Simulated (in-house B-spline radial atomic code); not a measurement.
# V: ionisation energy by several methods

One table from this session's results is given with a row withheld; the runs are named, their logs left out.

Program: in-house B-spline radial atomic code version 1. Level of theory: Dirac-Coulomb, several functionals, exact exchange averaged over the configuration; spherical all-electron atom at the radial basis limit. These are calculated values, not measurements, unless marked.

## The atom as given

| Item | Value |
| --- | --- |
| element | vanadium (Z = 23) |
| charge | 0 |
| electrons | 23 |
| configuration | [Ar] 3d3 4s2 |
| nucleus | Fermi, rms radius 3.600 fm |

The outer shells:

[Ar] 3d3 4s2
```
[Ar] core
3d [↑ ][↑ ][↑ ][  ][  ]
4s [↑↓]
```

The boxes only draw the filling; these runs are spin-restricted and spherical.

The first run:

Settings, as recorded:

```ini
Z = 23
electrons = 23.0
configuration = [Ar] 3d3 4s2
hamiltonian = dirac
method = camb3lyp
spin_polarised = False
nucleus = fermi
rms_radius = 3.6002
mass_number = 51
atomic_mass = 50.943957664
speed_of_light = 137.035999084
exact_exchange = averaged over the configuration
```

On the command line:

```
$ python run_scf.py task.json out
```

One command runs all members of the session, one after another, from task.json.

Steps of the session up to this table: CAM-B3LYP; PBE0; B97-1; HSE06.

One of the session's tables, all rows but one given; the rest of the session is left out.

```
   method  ΔSCF (eV)  with Breit, QED, recoil (eV)
     PBE0          ?                             ?
    B97-1      7.108                         7.092
CAM-B3LYP      7.177                         7.161
    HSE06      7.211                         7.194
```

Estimate the missing values for PBE0.

The run gave: ΔSCF (eV): 7.129; with Breit, QED, recoil (eV): 7.112. In the column «ΔSCF (eV)» it lies between B97-1 (7.108) and CAM-B3LYP (7.177).
